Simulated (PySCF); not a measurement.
# CH7BNSi (SMILES [NH]BC[SiH3]) at 6 levels

Aim: a comparison of 6 runs (UMP2/STO-3G, UMP2/3-21G, UMP2/6-31G, UMP2/6-31G*, UMP2/6-31G**, UMP2/6-311G**) of CH7BNSi. Input form: a Python script.

The calculation is run with PySCF 2.14.0.

### 1 The structure to begin with

The species is CH7BNSi (11 atoms), meant as a doublet with charge 0. As SMILES, `[NH]BC[SiH3]`. The shape is that of a GFN2-xTB optimisation. This is one conformer, not always the lowest.

Bond lengths: N1–B2 1.304 Å, B2–C3 1.645 Å, C3–Si4 1.893 Å, N1–H5 0.995 Å, B2–H6 1.178 Å, C3–H7 1.089 Å, C3–H8 1.089 Å, Si4–H9 1.470 Å, Si4–H10 1.465 Å, Si4–H11 1.464 Å. Some angles: N1–B2–C3 124.7°, B2–C3–Si4 114.2°, N1–B2–H6 122.3°, C3–B2–H6 112.9°, B2–N1–H5 150.2°, B2–C3–H7 105.4°, B2–C3–H8 108.0°, Si4–C3–H7 110.9°, Si4–C3–H8 111.1°, C3–Si4–H9 107.6°.

### 2 A single-point energy at UMP2/STO-3G (run 1)

job.py reads:

```python
from pyscf import gto, mp

system = gto.M(
    atom='''
N     -2.364312     2.933800     0.978651
B     -0.444142     1.861361     2.089300
C      0.827776    -0.838056     1.215396
Si     0.645266    -1.472758    -2.300987
H     -3.624249     2.980419    -0.415796
H      0.507864     2.716595     3.910316
H     -0.182434    -2.285473     2.275211
H      2.777066    -0.863246     1.873078
H      2.016678    -3.836560    -2.799591
H     -1.986726    -1.781558    -3.102496
H      1.827233     0.585475    -3.723063
''',
    unit='bohr',
    spin=1,
    basis='sto-3g',
    max_memory=1860,
    verbose=3,
)

hf = system.UHF()
hf.conv_tol = 1e-10
hf.kernel()
if not hf.converged:
    hf = hf.newton().run(hf.mo_coeff, hf.mo_occ)

pt = mp.MP2(hf, frozen=8).run()
etot = pt.e_tot
print('E(%s) = %.9f' % ('MP2', etot))
```

Command:

```bash
$ OMP_NUM_THREADS=1 python job.py
```

The log of the run:

```text
converged SCF energy = -405.180638834352  <S^2> = 0.77200029  2S+1 = 2.0218806
E(UMP2) = -405.346201465324  E_corr = -0.165562630971795
E(SCS-UMP2) = -405.361629338669  E_corr = -0.180990504316741
E(MP2) = -405.346201465
```

Wall time 0.97 s (1 thread of Arm Neoverse V1, shared host); peak memory 0.12 GiB.

### 3 A single-point energy at UMP2/3-21G (run 2)

calc.py reads:

```python
from pyscf import gto, mp

system = gto.Mole()
system.atom = '''
N     -1.251140     1.552500     0.517880
B     -0.235030     0.984990     1.105610
C      0.438040    -0.443480     0.643160
Si     0.341460    -0.779350    -1.217630
H     -1.917870     1.577170    -0.220030
H      0.268750     1.437560     2.069250
H     -0.096540    -1.209420     1.203990
H      1.469560    -0.456810     0.991190
H      1.067180    -2.030220    -1.481480
H     -1.051330    -0.942760    -1.641770
H      0.966930     0.309820    -1.970160
'''
system.max_memory = 1860
system.verbose = 3
system.basis = '3-21g'
system.spin = 1
system.build()

hf = system.UHF()
hf.conv_tol = 1e-10
hf.kernel()
if not hf.converged:
    hf = hf.newton().run(hf.mo_coeff, hf.mo_occ)

pt = mp.MP2(hf, frozen=8).run()
e_tot = pt.e_tot
print('E = %.10f Eh' % e_tot)
```

Command:

```bash
$ OMP_NUM_THREADS=1 python calc.py
```

The log of the run:

```text
converged SCF energy = -407.775038333166  <S^2> = 0.77151737  2S+1 = 2.0214028
E(UMP2) = -408.055650907885  E_corr = -0.280612574719056
E(SCS-UMP2) = -408.062783362852  E_corr = -0.287745029685929
E = -408.0556509079 Eh
```

Run time: 1.3 s. Hardware: 1 thread of Arm Neoverse V1, shared host; peak memory 0.13 GiB.

Runs 3 to 5 aren't shown in full; the table further down has their settings and results.

### 4 The energy at UMP2/6-311G(d,p) (run 6)

run.py reads:

```python
from pyscf import gto, mp

mol = gto.M(
    atom='''
N     -1.251140     1.552500     0.517880
B     -0.235030     0.984990     1.105610
C      0.438040    -0.443480     0.643160
Si     0.341460    -0.779350    -1.217630
H     -1.917870     1.577170    -0.220030
H      0.268750     1.437560     2.069250
H     -0.096540    -1.209420     1.203990
H      1.469560    -0.456810     0.991190
H      1.067180    -2.030220    -1.481480
H     -1.051330    -0.942760    -1.641770
H      0.966930     0.309820    -1.970160
''',
    verbose=4,
    max_memory=1860,
    spin=1,
    basis='6-311g**',
)

mf = mol.UHF()
mf.conv_tol = 1e-10
mf.kernel()
if not mf.converged:
    mf = mf.newton().run(mf.mo_coeff, mf.mo_occ)

pt = mp.MP2(mf, frozen=8).run()
e_tot = pt.e_tot
print('E(%s) = %.9f' % ('MP2', e_tot))
```

Command:

```bash
$ OMP_NUM_THREADS=1 python run.py
```

The log of the run:

```text
PySCF version 2.14.0

[... 123 lines left out ...]
converged SCF energy = -410.016558300469  <S^2> = 0.77074473  2S+1 = 2.0206382
[... 1 line left out ...]
******** <class 'pyscf.mp.ump2.UMP2'> ********
nocc = (np.int64(12), np.int64(11)), nmo = (114, 114)
frozen orbitals 8
E(UMP2) = -410.509197422265  E_corr = -0.492639121795977
E(SCS-UMP2) = -410.516146792386  E_corr = -0.499588491916378
E_corr(same-spin) = -0.105667447198609
E_corr(oppo-spin) = -0.386971674597368
E(MP2) = -410.509197422
```

Wall time 11 s (1 thread of Arm Neoverse V1, shared host); peak memory 0.43 GiB.

### 5 Overview of the runs

| run | level | energy (Eh) | dipole moment (D) of the reference | HOMO energy (eV) | LUMO energy (eV) | wall time |
| --- | --- | --- | --- | --- | --- | --- |
| 1 | UMP2/STO-3G | -405.346201 | 1.58 | -8.88 | 6.51 | 0.97 s |
| 2 | UMP2/3-21G | -408.055651 | 1.41 | -10.65 | 2.40 | 1.3 s |
| 3 | UMP2/6-31G | -410.150183 | 1.16 | -10.68 | 2.17 | 1.6 s |
| 4 | UMP2/6-31G* (spherical functions) | -410.370186 | 1.27 | -10.71 | 2.23 | 2.7 s |
| 5 | UMP2/6-31G** (spherical functions) | -410.428870 | 1.25 | -10.70 | 2.23 | 5.4 s |
| 6 | UMP2/6-311G** | -410.509197 | 1.23 | -10.81 | 1.93 | 11 s |

### 6 Outcome

```
                                                         quantity          value
                                              run 6: total energy  -410.50920 Eh
                      run 6: dipole moment (Hartree–Fock density)         1.23 D
run 6: HOMO energy (Hartree–Fock orbitals) (highest over α and β)      -10.81 eV
 run 6: LUMO energy (Hartree–Fock orbitals) (lowest over α and β)        1.93 eV
               run 6: correlation energy (8 core orbitals frozen)     -492.6 mEh
                         run 6: ⟨S²⟩ of the reference determinant          0.771
```

In run 1 the basis is minimal, so the values are rough. All runs together took 23 s, the longest 11 s.
